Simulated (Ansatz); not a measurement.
# Ga2SeS3: properties of a relaxed candidate

The task, for Ga2SeS3: see whether it has a gap, which orbitals make up the states near it and how charge is shared.

Method: DFT PBE, scalar-relativistic, plane waves, PAW, in Ansatz 0.2.0.

1 further run of the same task is left out (it didn't finish).

## 1. The starting structure

Symmetry: P4/mmm, No. 123, tetragonal system. The conventional cell has a = 4.726 Å, b = 4.726 Å, c = 7.610 Å, α = 90.00°, β = 90.00°, γ = 90.00°. Ga (site symmetry 4mm) is surrounded by 1 Se at 2.36 Å. Around Se (site symmetry 4/mmm) lie 2 Ga at 2.36 Å. S (site symmetry mmm) has 2 S at 2.36 Å as nearest neighbours. S (site symmetry 4/mmm) has 4 S at 2.36 Å as nearest neighbours.

Structure file:

```
CELL_PARAMETERS angstrom
4.72601 0.00000 0.00000
0.00000 4.72601 0.00000
0.00000 0.00000 7.61028
ATOMIC_POSITIONS crystal
Ga 0.50000 0.50000 0.69043
Ga 0.50000 0.50000 0.30957
Se 0.50000 0.50000 0.00000
S 0.50000 0.00000 0.50000
S 0.00000 0.50000 0.50000
S 0.00000 0.00000 0.50000
```

The cell was relaxed beforehand at this level, from a generated guess; it is a trial structure. At a tolerance of 0.05 Å it has space group P4/mmm (No. 123); it has 28.33 Å³/atom, an uncorrected energy of +0.09 eV/atom over the elements.

## 2. Bands, states and charges

The input, input.yaml:

```yaml
crystal:
  lattice:
    - [4.7260066768, 0.0, 0.0]
    - [0.0, 4.7260066768, 0.0]
    - [0.0, 0.0, 7.6102793633]
  atoms:
    - { symbol: Ga, position: [0.5, 0.5, 0.6904299808] }
    - { symbol: Ga, position: [0.5, 0.5, 0.3095700192] }
    - { symbol: Se, position: [0.5, 0.5, 0.0] }
    - { symbol: S, position: [0.5, 0.0, 0.5] }
    - { symbol: S, position: [0.0, 0.5, 0.5] }
    - { symbol: S, position: [0.0, 0.0, 0.5] }
basis:
  ecutwfc: 420
kpoints:
  mp_grid: { grid: [8, 8, 6] }
  band_path:
    path:
      - [[0.0, 0.0, 0.0], [0.0, 0.5, 0.0], [0.5, 0.5, 0.0], [0.0, 0.0, 0.0], [0.0, 0.0, 0.5], [0.0, 0.5, 0.5], [0.5, 0.5, 0.5], [0.0, 0.0, 0.5]]
      - [[0.0, 0.5, 0.0], [0.0, 0.5, 0.5]]
      - [[0.5, 0.5, 0.0], [0.5, 0.5, 0.5]]
    npoints: 14
hamiltonian:
  xc: pbe
scf:
  occupations: { method: gaussian, width: 0.1 }
  n_extra_bands: 15
output:
  forces: true
  stress: true
  eigenvalues: true
  populations: true
  dos: { projected: true, de: 0.02, nscf_kmesh: { grid: [10, 10, 8] } }
  bader: true
  write_density: true
  write_potential: true
  elf: true
  volumetric_format: npy
```

On the command line:

```console
$ ansatz run input.yaml --threads 1 --pin off --max-ram 2560MiB --backend cpu --events-out ev --progress --plain --runs-dir out
```

Output:

```text
Warning: RAYON_NUM_THREADS=1 ignored (pool sized by the plan → 1); use --threads N
scf.n_extra_bands = 15 over 30 filled bands (N_el = 60.0): the run solves 45 bands
Engine: ansatz 0.2.0, aarch64-unknown-linux-gnu
Pseudopotentials: kind: paw
Pseudopotential: Ga, paw, valence charge 13, recommended cutoff 420 eV (normal), Ga.paw.azcp
Pseudopotential: Se, paw, valence charge 16, recommended cutoff 420 eV (normal), Se.paw.azcp
Pseudopotential: S, paw, valence charge 6, recommended cutoff 420 eV (normal), S.paw.azcp
Functional definition: PBE
  parameter kappa = 0.804
  parameter beta = 0.06672455060314922
  exchange = pbe_x(kappa = kappa, mu = beta*pi^2/3)
  correlation = pbe_c(beta = beta)
Crystal: 6 atoms, lattice volume = 169.977 Å³
Basis set: ecut = 420 eV, 3281 PW (Γ), exchange–correlation on 64×64×108 points (8 copies of the dense FFT grid, shifted against one another)
Bands: 45, of which v1, the nominal top of the filled ones, is band 30 counted from 1 (29 counted from 0)
Symmetry: 16 space group operations
Space group: P4/mmm (ITA 123), of the structure as read, at distance tolerance 5.5e-5 Å
k-points: 60 of 384
Non-local potential: Ga, projectors of the file, l = 0: 2, l = 1: 2, l = 2: 3, l = 3: 1
Non-local potential: Se, projectors of the file, l = 0: 2, l = 1: 2, l = 2: 3, l = 3: 1
Non-local potential: S, projectors of the file, l = 0: 2, l = 1: 2, l = 2: 2
PAW form: soft (Blöchl's): semilocal exchange-correlation on the pseudo side does not see the compensation charge
PAW one-centre angular grid: Ga, 590 points (default); XC on 64 Gauss nodes
PAW one-centre angular grid: Se, 590 points (default); XC on 64 Gauss nodes
PAW one-centre angular grid: S, 110 points (default); XC on 64 Gauss nodes
Initial density: superposition of atomic densities (neutral atoms: chi_scale 0, normalization atom), corrected by the library's trained network
Initial wavefunctions: pseudopotential atomic-orbital guess
Functional: x = pbe(κ = 0.804, μ = 0.2195149727645171), c = pbe(β = 0.06672455060314922)
SCF iter   1: F=—  HF=-15740.809527 eV  |F-HF|=—  |Δ(HF+E_count)|=         —  Δρ=5.18e-3  dr2=2.05e-1  ethr=1.77e-3  ⟨swp⟩=7.0  Hψ=12216  notcnv=0  defer=158
preconditioner: auto → LDOS  [metal: Δε(μ)=0.051 eV  Ē_g=14.969 eV  σ=0.100 eV  W_gap=0.27  n_scr=36 (ndim 8)  ℏωp=20.1 eV  f_vac=0.242  D(μ)=2.30/eV (n_scr^D=14)  β→1.0]
SCF iter   2: F=—  HF=-15740.768194 eV  |F-HF|=—  |Δ(HF+E_count)|=   4.13e-2  Δρ=2.52e-3  dr2=2.71e-2  ethr=3.42e-4  ⟨swp⟩=2.1  Hψ=3780  notcnv=0  defer=485
SCF iter   3: F=—  HF=-15740.763395 eV  |F-HF|=—  |Δ(HF+E_count)|=   4.80e-3  Δρ=6.54e-4  dr2=2.14e-3  ethr=4.51e-5  ⟨swp⟩=2.2  Hψ=3282  notcnv=0  defer=485
SCF iter   4: F=—  HF=-15740.763069 eV  |F-HF|=—  |Δ(HF+E_count)|=   3.26e-4  Δρ=2.67e-4  dr2=1.85e-4  ethr=3.56e-6  ⟨swp⟩=2.0  Hψ=3600  notcnv=0  defer=485
SCF iter   5: F=—  HF=-15740.762952 eV  |F-HF|=—  |Δ(HF+E_count)|=   1.16e-4  Δρ=9.92e-5  dr2=2.30e-5  ethr=3.09e-7  ⟨swp⟩=2.0  Hψ=3633  notcnv=0  defer=485
SCF iter   6: F=—  HF=-15740.763140 eV  |F-HF|=—  |Δ(HF+E_count)|=   1.88e-4  Δρ=2.52e-5  dr2=1.63e-6  ethr=3.83e-8  ⟨swp⟩=2.0  Hψ=3587  notcnv=0  defer=481
SCF iter   7: F=—  HF=-15740.763140 eV  |F-HF|=—  |Δ(HF+E_count)|=   2.53e-8  Δρ=5.51e-6  dr2=1.13e-7  ethr=2.72e-9  ⟨swp⟩=2.0  Hψ=3664  notcnv=0  defer=481
SCF iter   8: F=-15740.763140 eV  HF=-15740.763140 eV  |F-HF|=1.02e-9  |Δ(HF+E_count)|=   5.36e-9  Δρ=1.30e-6  dr2=4.42e-9  ethr=1.67e-10  ⟨swp⟩=16.2  Hψ=19974  notcnv=0
SCF 1 converged in 8 iterations: F = -15740.763140 eV  dr2 = 4.42e-9
NSCF: frozen V_eff on 129 k-points
NSCF: frozen V_eff on 105 k-points
SCF converged after 8 iterations
Free energy (F): -15740.763140 eV
Harris-Foulkes:  -15740.763140 eV  (|F-HF|=1.02e-9)
Internal energy: -15740.752102 eV  (E = F + TS)
E sigma→0 (E₀):  -15740.757621 eV
Entropy (-TS):   -0.011038 eV (-1.840 meV/atom)
Fermi energy:    3.519940 eV
--- Per-component energies (eV) ---
  E_band       = -715.248150
  E_kinetic    = 661.881378
  E_local      = -8875.780779  (includes V_loc(G=0)·N_el)
  E_nonlocal   = 338.386000
  E_hartree    = 4121.792621
  E_xc         = -530.441671
  E_vxc        = -471.533395  (∫ρ·V_xc dr)
  E_paw        = -7685.616863  (= ΣΔE_a)
  E_vpaw       = -611.784402  (= ΣTr[D̂ρ^β])
  E_aug_tail   = -0.000825  (compensation charges beyond the density's cutoff)
  E_ewald      = -3770.971963
  E_smearing   = -0.011038  (= −TS)
  E_closure    = -0.000000  (closes the sum)
  Σ components = -15740.763140   (vs F -15740.763140, Δ=0.00e0)
--- Forces (eV/Å), atoms counted from 1 ---
  atom   1  Ga     0.00000000     0.00000000     0.00015282
  atom   2  Ga    -0.00000000     0.00000000    -0.00015282
  atom   3  Se     0.00000000    -0.00000000     0.00000000
  atom   4  S      0.00000000    -0.00000000    -0.00000000
  atom   5  S      0.00000000     0.00000000     0.00000000
  atom   6  S      0.00000000     0.00000000     0.00000000
  max |Σ_I F_I| component: 1.56e-28 eV/Å
--- Stress (GPa, compression-positive) ---
        0.002032       0.000000      -0.000000
        0.000000       0.002032      -0.000000
       -0.000000      -0.000000      -0.001685
  P = ⅓ Tr σ = 0.0008 GPa (0.008 kbar)
--- Band table (eV; the first three rows and the last of 60) ---
  k-point 0: bands = ["-42.9065", "-42.8209", "-42.8209", "-42.6088", "-42.6088", "-12.2857", "-11.3731", "-11.2110", "-11.1808", "-11.1808", "-11.1456", "-11.1386", "-11.1313", "-11.1221", "-11.1004", "-11.1004", "-8.6462", "-8.0815", "-6.3847", "-3.6555", "-3.6555", "-3.0975", "0.0164", "0.1592", "0.6059", "0.6059", "1.6383", "3.2904", "3.2904", "3.3070", "5.6564", "5.8576", "5.8576", "6.9542", "7.9061", "8.6213", "9.0252", "9.0252", "10.5609", "10.5609", "10.6010", "11.5244", "11.5244", "11.7000", "12.7377"]
  k-point 1: bands = ["-42.9065", "-42.8209", "-42.8209", "-42.6088", "-42.6088", "-12.2852", "-11.3592", "-11.2110", "-11.1801", "-11.1801", "-11.1604", "-11.1386", "-11.1313", "-11.1221", "-11.1012", "-11.1012", "-8.6462", "-8.0861", "-6.4009", "-3.6551", "-3.6551", "-2.9540", "-0.6104", "0.6139", "0.6139", "0.7655", "1.6373", "3.1417", "3.2189", "3.2189", "5.4340", "6.0480", "6.0480", "7.2407", "7.9068", "8.9366", "8.9742", "8.9742", "10.1688", "10.1688", "10.7184", "11.0050", "11.6585", "11.6585", "13.1178"]
  k-point 2: bands = ["-42.9065", "-42.8209", "-42.8209", "-42.6088", "-42.6088", "-12.2840", "-11.3215", "-11.2110", "-11.1996", "-11.1786", "-11.1786", "-11.1387", "-11.1313", "-11.1221", "-11.1028", "-11.1028", "-8.6462", "-8.0953", "-6.4316", "-3.6542", "-3.6542", "-2.5600", "-1.3070", "0.6302", "0.6302", "1.4163", "1.6353", "2.6972", "3.0905", "3.0905", "5.1746", "6.4848", "6.4848", "7.7681", "7.9083", "8.7440", "8.7440", "9.1794", "9.6580", "9.6580", "10.8266", "11.0550", "11.7570", "11.7570", "12.4566"]
  k-point 59: bands = ["-42.9065", "-42.8209", "-42.8209", "-42.6088", "-42.6088", "-11.2850", "-11.2672", "-11.2672", "-11.2320", "-11.1580", "-11.1436", "-11.1279", "-11.1245", "-11.1052", "-11.1052", "-10.1937", "-9.7565", "-9.7565", "-8.0076", "-4.6403", "-0.5889", "0.1944", "0.1944", "0.6746", "1.1692", "1.3921", "2.2630", "2.2630", "2.5209", "2.9036", "2.9036", "3.3395", "6.0990", "6.0990", "6.4135", "9.9025", "10.1863", "10.1863", "10.3977", "10.5440", "10.5440", "10.6213", "11.3137", "13.9560", "14.1345"]
--- Löwdin populations: 6 sites ---
  site symbol       q [e]
     0     Ga     12.8018
     1     Ga     12.8018
     2     Se     16.1634
     3      S      5.9867
     4      S      5.9867
     5      S      5.9743
  spilling = 0.004753 (of n_electrons = 60.000000)
--- Bader charges: 6 sites ---
  site symbol  charge [e]  shift [e]
     0     Ga      0.8352     0.0003
     1     Ga      0.8352     0.0003
     2     Se     -0.6671     0.0003
     3      S     -0.4644     0.0001
     4      S     -0.4644     0.0001
     5      S     -0.0744     0.0001
  estimated error of the sums over rays = 2.5e-4 e
```

It took 2.3 min on 1 thread of Arm Neoverse V2, shared host; peak memory 0.82 GiB.

Per atom:

| atom | Löwdin electrons | Bader charge (e) | Bader volume (Å³) |
| --- | --- | --- | --- |
| Ga1 | 12.80 | +0.84 | 19.2 |
| Ga2 | 12.80 | +0.84 | 19.2 |
| Se3 | 16.16 | -0.67 | 47.5 |
| S4 | 5.99 | -0.46 | 22.9 |
| S5 | 5.99 | -0.46 | 22.9 |
| S6 | 5.97 | -0.07 | 22.8 |

The Löwdin counts miss 0.29 of the 60 electrons, which the atomic orbitals do not span, so they are no charges.

bands.tsv at the labelled points (eV, zero at the Fermi level; the bands nearest the Fermi level):

| point | band 27 | band 28 | band 29 | band 30 | band 31 | band 32 | band 33 | band 34 |
| --- | --- | --- | --- | --- | --- | --- | --- | --- |
| Γ | -1.88 | -0.23 | -0.23 | -0.21 | 2.14 | 2.34 | 2.34 | 3.43 |
| X | -1.51 | -0.95 | -0.58 | -0.17 | 0.76 | 1.87 | 2.82 | 4.02 |
| M | -1.30 | -1.00 | -0.94 | -0.94 | -0.18 | 0.43 | 0.54 | 3.76 |
| Γ | -1.88 | -0.23 | -0.23 | -0.21 | 2.14 | 2.34 | 2.34 | 3.43 |
| Z | -1.58 | -1.30 | -0.49 | -0.49 | 1.57 | 3.25 | 3.25 | 4.39 |
| R | -1.38 | -0.97 | -0.40 | -0.39 | -0.21 | 2.49 | 2.63 | 3.80 |
| A | -1.26 | -1.26 | -1.00 | -0.62 | -0.62 | -0.18 | 2.58 | 2.58 |
| Z | -1.58 | -1.30 | -0.49 | -0.49 | 1.57 | 3.25 | 3.25 | 4.39 |
| X | -1.51 | -0.95 | -0.58 | -0.17 | 0.76 | 1.87 | 2.82 | 4.02 |
| R | -1.38 | -0.97 | -0.40 | -0.39 | -0.21 | 2.49 | 2.63 | 3.80 |
| M | -1.30 | -1.00 | -0.94 | -0.94 | -0.18 | 0.43 | 0.54 | 3.76 |
| A | -1.26 | -1.26 | -1.00 | -0.62 | -0.62 | -0.18 | 2.58 | 2.58 |

States per cell in windows of 1 eV, from dos.tsv and pdos.tsv (zero at the Fermi level):

```
from  to  total  Ga 4s  Ga 4p  Se 4p  S 3p
  -8  -7   0.63   0.21   0.06   0.03  0.30
  -7  -6   2.50   0.57   0.11   0.20  1.47
  -6  -5   2.11   0.52   0.14   0.22  1.06
  -5  -4   1.82   0.27   0.16   0.15  1.09
  -4  -3   3.31   0.12   0.54   0.30  2.23
  -3  -2   3.05   0.13   0.34   0.13  2.29
  -2  -1   2.93   0.34   0.24   0.34  1.80
  -1   0   5.64   0.36   0.49   3.05  1.55
   0   1   1.39   0.23   0.13   0.13  0.74
   1   2   1.77   0.35   0.32   0.16  0.74
   2   3   1.48   0.09   0.59   0.05  0.52
   3   4   3.64   0.10   2.03   0.15  0.84
   4   5   2.95   0.08   1.34   0.14  0.74
   5   6   4.19   0.11   1.78   0.27  1.07
```

A further 38 or so states lie below the table's range.

Density in a lattice plane of the grid's cell (edges 4.73 and 7.61 Å, at 0.500 of the third edge), which holds Ga and Se and S.

Values in e/Å³, 12 rows by 8 columns:
```
 0.01  0.03  0.19  0.80  2.77  0.80  0.19  0.03
 0.01  0.02  0.09  0.32  0.52  0.32  0.09  0.02
 0.03  0.04  0.12  0.87  7.41  0.87  0.12  0.04
 0.20  0.17  0.18  1.79 36.22  1.79  0.18  0.17
 1.10  0.77  0.27  0.33  0.65  0.33  0.27  0.77
 0.10  1.16  0.33  0.15  0.17  0.15  0.33  1.16
 1.10  0.77  0.27  0.33  0.65  0.33  0.27  0.77
 0.20  0.17  0.18  1.79 36.22  1.79  0.18  0.17
 0.03  0.04  0.12  0.87  7.41  0.87  0.12  0.04
 0.01  0.02  0.09  0.32  0.52  0.32  0.09  0.02
 0.01  0.03  0.19  0.80  2.77  0.80  0.19  0.03
 0.01  0.05  0.30  3.30 45.31  3.30  0.30  0.05
```
Columns run along the first of these edges and rows up along the second, over one cell in 8 and 12 even steps from the bottom left corner. Atoms in the plane (fractional): Ga at (0.50, 0.69), Ga at (0.50, 0.31), Se at (0.50, 0.00), S at (0.00, 0.50).

ELF in the same plane.

Ten even steps from ' ' (0.01) to '@' (0.89):
```
  ..++%%@@%%**--**%%@@%%++..
    --**##%%######%%##**--  
    ..--==++******++==--..  
      ::--------------::    
    ..::----..  ..----::..  
++==::::::::  ==  ::::::::==
@@%%**==::::      ::::==**%%
@@@@@@**--::::::::::--**@@@@
==##@@%%==::::::::::==%%@@##
  ==@@%%==::::::::::==%%@@==
==##@@%%==::::::::::==%%@@##
@@@@@@**--::::::::::--**@@@@
@@%%**==::::      ::::==**%%
++==::::::::  ==  ::::::::==
    ..::----..  ..----::..  
      ::--------------::    
    ..--==++******++==--..  
    --**##%%######%%##**--  
  ..++%%@@%%**--**%%@@%%++..
  ..**@@@@%%==..==%%@@@@**..
```
Columns run along the first of these edges and rows up along the second, over one cell in 14 and 20 even steps from the bottom left corner. Atoms in the plane (fractional): Ga at (0.50, 0.69), Ga at (0.50, 0.31), Se at (0.50, 0.00), S at (0.00, 0.50).

Both are smooth fields of the valence electrons: close to the nuclei they are not physical.

Maxima of ELF outside the ion cores: 0.96 beside S, off the lines to its neighbours, 0.9 Å from S; 0.90 in the shell around S, 0.8 Å from S; 0.85 beside Se, off the lines to its neighbours, 0.9 Å from Se.

## 3. Summary of results

```
                 quantity                                   value
                      gap                            none (metal)
states at the Fermi level                    2.24 per eV per cell
            Bader charges  Ga +0.84, Se -0.67, S -0.46 to -0.07 e
```

In words: Bands cross the Fermi level: a metal at this level of theory. Of the projected weight within 0.25 eV of the Fermi level, the largest part is S 3p (43 %) and Se 4p (32 %). Bader charges reach 0.8 e, so charge transfer in this metal is moderate. The final runs have no spin polarisation, so no magnetic state was tried and one may lie lower.
